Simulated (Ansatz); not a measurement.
# C2HClFGa: basis-set convergence

One table from this session's results is given with a row withheld; the runs are named, their logs left out.

The runs use Ansatz 0.2.0, Gaussian basis; one geometry, several basis sets.

Plan: PBE0-D4/def2-SVP; ωB97M-V/def2-SVP; PBE0-D4/def2-QZVPP; ωB97M-V/def2-QZVPP; the functionals' def2-TZVPP values are taken from earlier runs.

### The relaxed structure

All runs share one geometry, relaxed beforehand with PBE0-D4 in a triple-zeta def2 set.

SMILES `C#[C][Ga]([F])[Cl]`, 6 atoms, charge 0, spin multiplicity 1.

Atoms are counted from 1 here; the program's logs count them from 0.

Bond lengths: C1–C2 1.206 Å, C1–H6 1.067 Å, C2–Ga3 1.881 Å, Ga3–F4 1.738 Å, Ga3–Cl5 2.112 Å. Angles: C2–C1–H6 179.8°, C1–C2–Ga3 179.2°, C2–Ga3–F4 120.4°, C2–Ga3–Cl5 124.9°, F4–Ga3–Cl5 114.7°.

The first run:

in.yaml reads:

```yaml
crystal:
  periodic: [false, false, false]
  atoms:
    - {symbol: C, position_ang: [1.381549, 0.479305, 1.235656]}
    - {symbol: C, position_ang: [0.500530, 0.152701, 0.480173]}
    - {symbol: Ga, position_ang: [-0.865880, -0.338716, -0.715157]}
    - {symbol: F, position_ang: [-1.969360, -1.619970, -0.312098]}
    - {symbol: Cl, position_ang: [-1.206895, 0.560839, -2.595052]}
    - {symbol: H, position_ang: [2.160055, 0.765832, 1.906468]}
basis:
  gaussian: {orbitals: def2-SVP}
hamiltonian: {xc: pbe0, dispersion: d4}
output: {orbitals: {seedname: orbitals}}
```

Among the steps run: PBE0-D4 in def2-SVP; ωB97M-V in def2-SVP; PBE0-D4 in def2-QZVPP; ωB97M-V in def2-QZVPP.

One table of the session follows, with a row left open; its other results are not shown here.

It belongs to the step «Functionals by basis». 

| functional | basis | HOMO (eV) | LUMO (eV) |
| --- | --- | --- | --- |
| PBE0-D4 | def2-SVP | -8.92 | -1.74 |
| PBE0-D4 | def2-TZVPP | -8.99 | -1.84 |
| PBE0-D4 | def2-QZVPP | -9.01 | -1.88 |
| ωB97M-V | def2-SVP | ? | ? |
| ωB97M-V | def2-TZVPP | -11.26 | 0.01 |
| ωB97M-V | def2-QZVPP | -11.28 | -0.07 |

**Question.** Estimate the row for ωB97M-V, def2-SVP.

As computed: HOMO (eV): -11.17; LUMO (eV): 0.17. In the column «HOMO (eV)» it lies between ωB97M-V, def2-TZVPP (-11.26) and PBE0-D4, def2-QZVPP (-9.01).
